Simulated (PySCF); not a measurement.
# Rh(2+): excitation energies in aug-cc-pVTZ-PP with ECP28

Wanted: the excitation energy of rhodium, up a ladder of methods.

Method: unrestricted determinants in a Gaussian basis, no spin-orbit coupling in the energies. Code: PySCF 2.14.0.

**1. Starting point**

```
Element                                   : rhodium (Z = 45)
Basis                                     : aug-cc-pVTZ-PP with ECP28MDF
Hamiltonian                               : scalar relativity through the core potential
State 1                                   : Rh(2+): [Kr] 4d6 5p1, one real determinant (an excited configuration)
State 2                                   : Rh(2+): [Kr] 4d6 5s1, high-spin 6D determinant (an excited configuration)
State 3                                   : Rh(2+): [Kr] 4d6 5s1, 5s spin antiparallel (an excited configuration)
Needed too, but not shown                 : Rh(2+) [Kr] 4d7 (4F)
Methods                                   : CCSD(T)
Core shells frozen in the correlated runs : valence: 4s2 4p6 (for Rh(2+))
```

Outer shells as boxes (Hund's rule):

Rh2+ [Kr] 4d6 5p1
```
[Kr] core
4d [↑↓][↑ ][↑ ][↑ ][↑ ]
5p [↑ ][  ][  ]
```

Rh2+ [Kr] 4d6 5s1
```
[Kr] core
4d [↑↓][↑ ][↑ ][↑ ][↑ ]
5s [↑ ]
```

The runs were made by one driver on top of PySCF. The scripts below sum up each run's settings (the driver also hands on starting orbitals that pick excited configurations, and frozen orbitals as a list rather than a count), and the logs come from the driver's own runs. The driver starts from symmetry-adapted Hartree-Fock orbitals, holds the occupation by maximum overlap and uses a logarithmic radial grid for functionals, so a plain start would take other cycles.

The integrals over 88 functions and the set-up took 1.3 s of CPU time.

**2. Rh(2+) [Kr] 4d6 5p1: CCSD(T) (valence)**

CCSD(T) (valence):

Input file input.py:

```python
from pyscf import gto, scf, dft, mp, cc
import basis_set_exchange as bse
txt = bse.get_basis("aug-cc-pVTZ-PP", elements=["Rh"], fmt="nwchem", header=False)
cut = txt.index("\nECP")
mol = gto.M(atom="Rh 0 0 0", charge=2, spin=5, symmetry="D2h",
            basis=gto.basis.parse(txt[:cut]),
            ecp={"Rh": gto.basis.parse_ecp(txt[cut:])})
mf = scf.UHF(mol)
mf.irrep_nelec = {'Ag': (3, 1), 'B1g': (1, 1), 'B2g': (1, 0), 'B3g': (1, 0), 'B1u': (2, 1), 'B2u': (1, 1), 'B3u': (1, 1)}
mf.kernel()
mycc = cc.CCSD(mf, frozen=4).run()
mycc.ccsd_t()
```

Log:

```text
CC2 = 0
CCSD nocc = (np.int64(6), np.int64(1)), nmo = (84, 84)
frozen orbitals [[0, 1, 2, 3], [0, 1, 2, 3]]
max_cycle = 100
direct = 0
conv_tol = 1e-08
conv_tol_normt = 1e-06
diis_space = 8
diis_start_cycle = 0
Init t2, MP2 energy = -0.127636360096391
Init E_corr(UCCSD) = -0.127636360097491
cycle = 1  E_corr(UCCSD) = -0.132764379826045  dE = -0.00512801973  norm(t1,t2) = 0.0233991
cycle = 2  E_corr(UCCSD) = -0.133534530460383  dE = -0.000770150634  norm(t1,t2) = 0.0120228
cycle = 3  E_corr(UCCSD) = -0.134121339307301  dE = -0.000586808847  norm(t1,t2) = 0.00893369
cycle = 4  E_corr(UCCSD) = -0.134419213454927  dE = -0.000297874148  norm(t1,t2) = 0.00644749
cycle = 5  E_corr(UCCSD) = -0.134685082304608  dE = -0.00026586885  norm(t1,t2) = 0.0033088
cycle = 6  E_corr(UCCSD) = -0.134712689060018  dE = -2.76067554e-05  norm(t1,t2) = 0.00131148
cycle = 7  E_corr(UCCSD) = -0.134711415907214  dE = 1.2731528e-06  norm(t1,t2) = 0.000350367
cycle = 8  E_corr(UCCSD) = -0.134715139287973  dE = -3.72338076e-06  norm(t1,t2) = 0.000142372
cycle = 9  E_corr(UCCSD) = -0.134714820386754  dE = 3.18901219e-07  norm(t1,t2) = 4.3042e-05
cycle = 10  E_corr(UCCSD) = -0.134714822467084  dE = -2.08032994e-09  norm(t1,t2) = 1.26449e-05
cycle = 11  E_corr(UCCSD) = -0.134714858084817  dE = -3.56177329e-08  norm(t1,t2) = 5.25396e-06
cycle = 12  E_corr(UCCSD) = -0.13471481568632  dE = 4.23984961e-08  norm(t1,t2) = 1.82077e-06
cycle = 13  E_corr(UCCSD) = -0.134714798027765  dE = 1.7658555e-08  norm(t1,t2) = 5.5851e-07
cycle = 14  E_corr(UCCSD) = -0.13471479679898  dE = 1.22878566e-09  norm(t1,t2) = 1.78156e-07
UCCSD converged
E(UCCSD) = -108.3128069164423  E_corr = -0.1347147967989797
UCCSD(T) correction = -0.00357955671884419
```

CPU time 36 s on a shared host, the integrals not counted.

CCSD correlation -0.13471 hartree, triples -0.00358; total -108.316386. T1 = 0.007, largest double amplitude 0.080.

The real determinant used has ⟨L²⟩ near 8 against 12 for a pure F term, so it mixes terms.

**3. Rh(2+) [Kr] 4d6 5s1: CCSD(T) (valence)**

CCSD(T) (valence):

Changes to input.py since step 2:

```diff
@@ -8,3 +8,3 @@
 mf = scf.UHF(mol)
-mf.irrep_nelec = {'Ag': (3, 1), 'B1g': (1, 1), 'B2g': (1, 0), 'B3g': (1, 0), 'B1u': (2, 1), 'B2u': (1, 1), 'B3u': (1, 1)}
+mf.irrep_nelec = {'Ag': (4, 1), 'B1g': (1, 1), 'B2g': (1, 0), 'B3g': (1, 0), 'B1u': (1, 1), 'B2u': (1, 1), 'B3u': (1, 1)}
 mf.kernel()
```

Log:

```text
CC2 = 0
CCSD nocc = (np.int64(6), np.int64(1)), nmo = (84, 84)
frozen orbitals [[0, 1, 2, 3], [0, 1, 2, 3]]
max_cycle = 100
direct = 0
conv_tol = 1e-08
conv_tol_normt = 1e-06
diis_space = 8
diis_start_cycle = 0
Init t2, MP2 energy = -0.137195097783327
Init E_corr(UCCSD) = -0.137195097786839
cycle = 1  E_corr(UCCSD) = -0.141528445336861  dE = -0.00433334755  norm(t1,t2) = 0.0189023
cycle = 2  E_corr(UCCSD) = -0.142136292384095  dE = -0.000607847047  norm(t1,t2) = 0.00590584
cycle = 3  E_corr(UCCSD) = -0.142380841011029  dE = -0.000244548627  norm(t1,t2) = 0.00236762
cycle = 4  E_corr(UCCSD) = -0.142374068457678  dE = 6.77255335e-06  norm(t1,t2) = 0.000432998
cycle = 5  E_corr(UCCSD) = -0.142378094860104  dE = -4.02640243e-06  norm(t1,t2) = 8.21362e-05
cycle = 6  E_corr(UCCSD) = -0.142378512424859  dE = -4.17564755e-07  norm(t1,t2) = 1.68717e-05
cycle = 7  E_corr(UCCSD) = -0.142378351043289  dE = 1.6138157e-07  norm(t1,t2) = 4.62418e-06
cycle = 8  E_corr(UCCSD) = -0.142378332779143  dE = 1.82641463e-08  norm(t1,t2) = 1.14858e-06
cycle = 9  E_corr(UCCSD) = -0.14237833482996  dE = -2.05081671e-09  norm(t1,t2) = 3.31919e-07
UCCSD converged
E(UCCSD) = -108.5355525105859  E_corr = -0.1423783348299597
UCCSD(T) correction = -0.00314584548946292
```

CPU time 30 s on a shared host, the integrals not counted.

CCSD correlation -0.14238 hartree, triples -0.00315; total -108.538698. T1 = 0.006, largest double amplitude 0.023.

**4. Rh(2+) [Kr] 4d6 5s1, s spin flipped, at CCSD(T) (valence)**

CCSD(T) (valence):

Input file input.py:

```python
from pyscf import gto, scf, dft, mp, cc
import basis_set_exchange as bse
txt = bse.get_basis("aug-cc-pVTZ-PP", elements=["Rh"], fmt="nwchem", header=False)
cut = txt.index("\nECP")
mol = gto.M(atom="Rh 0 0 0", charge=2, spin=3, symmetry="D2h",
            basis=gto.basis.parse(txt[:cut]),
            ecp={"Rh": gto.basis.parse_ecp(txt[cut:])})
mf = scf.UHF(mol)
mf.irrep_nelec = {'Ag': (3, 2), 'B1g': (1, 1), 'B2g': (1, 0), 'B3g': (1, 0), 'B1u': (1, 1), 'B2u': (1, 1), 'B3u': (1, 1)}
mf.kernel()
mycc = cc.CCSD(mf, frozen=4).run()
mycc.ccsd_t()
```

Log:

```text
CC2 = 0
CCSD nocc = (np.int64(5), np.int64(2)), nmo = (84, 84)
frozen orbitals [[0, 1, 2, 3], [0, 1, 2, 3]]
max_cycle = 100
direct = 0
conv_tol = 1e-08
conv_tol_normt = 1e-06
diis_space = 8
diis_start_cycle = 0
Init t2, MP2 energy = -0.144828318825183
Init E_corr(UCCSD) = -0.144828318825261
cycle = 1  E_corr(UCCSD) = -0.149564701126451  dE = -0.0047363823  norm(t1,t2) = 0.0338671
cycle = 2  E_corr(UCCSD) = -0.150938956661986  dE = -0.00137425554  norm(t1,t2) = 0.0205872
cycle = 3  E_corr(UCCSD) = -0.15132825515351  dE = -0.000389298492  norm(t1,t2) = 0.020238
cycle = 4  E_corr(UCCSD) = -0.15181121147746  dE = -0.000482956324  norm(t1,t2) = 0.0238514
cycle = 5  E_corr(UCCSD) = -0.153975904956794  dE = -0.00216469348  norm(t1,t2) = 0.0162696
cycle = 6  E_corr(UCCSD) = -0.157644112077547  dE = -0.00366820712  norm(t1,t2) = 0.0126772
cycle = 7  E_corr(UCCSD) = -0.159179701468777  dE = -0.00153558939  norm(t1,t2) = 0.00616494
cycle = 8  E_corr(UCCSD) = -0.159472914339386  dE = -0.000293212871  norm(t1,t2) = 0.00160129
cycle = 9  E_corr(UCCSD) = -0.159490251671166  dE = -1.73373318e-05  norm(t1,t2) = 0.000497598
cycle = 10  E_corr(UCCSD) = -0.159497464647001  dE = -7.21297583e-06  norm(t1,t2) = 0.000217871
cycle = 11  E_corr(UCCSD) = -0.15949439427992  dE = 3.07036708e-06  norm(t1,t2) = 0.000133181
cycle = 12  E_corr(UCCSD) = -0.159495523549646  dE = -1.12926973e-06  norm(t1,t2) = 8.22301e-05
cycle = 13  E_corr(UCCSD) = -0.159495520002028  dE = 3.54761842e-09  norm(t1,t2) = 4.67751e-05
cycle = 14  E_corr(UCCSD) = -0.159495842184244  dE = -3.22182216e-07  norm(t1,t2) = 1.7546e-05
cycle = 15  E_corr(UCCSD) = -0.159495823765955  dE = 1.84182887e-08  norm(t1,t2) = 8.52912e-06
cycle = 16  E_corr(UCCSD) = -0.159495835859079  dE = -1.20931242e-08  norm(t1,t2) = 6.2523e-06
cycle = 17  E_corr(UCCSD) = -0.159495834780697  dE = 1.07838224e-09  norm(t1,t2) = 7.10545e-06
cycle = 18  E_corr(UCCSD) = -0.159495738754795  dE = 9.60259015e-08  norm(t1,t2) = 5.13838e-06
cycle = 19  E_corr(UCCSD) = -0.159495646752428  dE = 9.20023669e-08  norm(t1,t2) = 3.0479e-06
cycle = 20  E_corr(UCCSD) = -0.159495599255857  dE = 4.74965715e-08  norm(t1,t2) = 1.89487e-06
cycle = 21  E_corr(UCCSD) = -0.159495618088715  dE = -1.88328577e-08  norm(t1,t2) = 7.84375e-07
cycle = 22  E_corr(UCCSD) = -0.159495640039372  dE = -2.19506579e-08  norm(t1,t2) = 4.94429e-07
cycle = 23  E_corr(UCCSD) = -0.159495648579156  dE = -8.53978338e-09  norm(t1,t2) = 3.95495e-07
UCCSD converged
E(UCCSD) = -108.502540782219  E_corr = -0.1594956485791559
UCCSD(T) correction = -0.0156227513010305
```

It used 48 s of CPU time after the integrals (shared host).

CCSD correlation -0.15950 hartree, triples -0.01562; total -108.518164. T1 = 0.013, largest double amplitude 0.237.

With the s spin flipped the determinant is a mixture of two multiplicities, not a spectroscopic state. A double-excitation amplitude exceeds 0.15, a sign of near-degeneracy.

**5. Differences of total energies**

Excitation energy: Rh(2+) [Kr] 4d7 (4F) → Rh(2+) [Kr] 4d6 5p1 (high-spin determinant).

```tsv
method	value (eV)	less CCSD(T) (valence) (eV)
UHF	10.565	-0.716
MP2 (valence)	11.371	+0.090
SCS-MP2 (valence)	11.814	+0.533
CCSD (valence)	11.274	-0.006
CCSD(T) (valence)	11.281	+0.000
```

Excitation energy: Rh(2+) [Kr] 4d7 (4F) → Rh(2+) [Kr] 4d6 5s1 (6D).

```tsv
method	value (eV)	less CCSD(T) (valence) (eV)
UHF	4.712	-0.519
MP2 (valence)	5.258	+0.027
SCS-MP2 (valence)	5.790	+0.558
CCSD (valence)	5.213	-0.018
CCSD(T) (valence)	5.231	+0.000
```

Excitation energy: Rh(2+) [Kr] 4d7 (4F) → Rh(2+) [Kr] 4d6 5s1, s spin flipped.

```tsv
method	value (eV)
UHF	6.076
MP2 (valence)	6.414
SCS-MP2 (valence)	6.484
```

The upper determinant mixes two multiplicities, so it lies between the two terms. The coupled-cluster amplitudes are large for Rh2+, so a single reference is strained.

The differences also use runs on Rh(2+) [Kr] 4d7 (4F), which are not shown here. The runs at UHF, MP2 (valence) are not shown; their differences are listed all the same.

**6. What came out**

```
                                                quantity                                    value
                excitation energy, Rh(2+) → [Kr] 4d6 5p1  UHF 10.565, CCSD(T) (valence) 11.281 eV
                excitation energy, Rh(2+) → [Kr] 4d6 5s1    UHF 4.712, CCSD(T) (valence) 5.231 eV
excitation energy, Rh(2+) → [Kr] 4d6 5s1, s spin flipped        UHF 6.076, MP2 (valence) 6.414 eV
```

Each level's miss (mean over 2 differences):

```tsv
method	mean absolute miss against CCSD(T) (valence) (eV)
UHF	0.617
MP2 (valence)	0.058
SCS-MP2 (valence)	0.546
CCSD (valence)	0.012
CCSD(T) (valence)	0.000
```

In words: The coupled-cluster values of one difference were set aside by the checks on these runs and are not quoted; the lower level shown rests on the same reference and is no safer. For the first difference the methods span 1.249 eV, from UHF (10.565) to SCS-MP2 (valence) (11.814). No reference value is at hand in this session. The basis is finite, and no extrapolation was made.
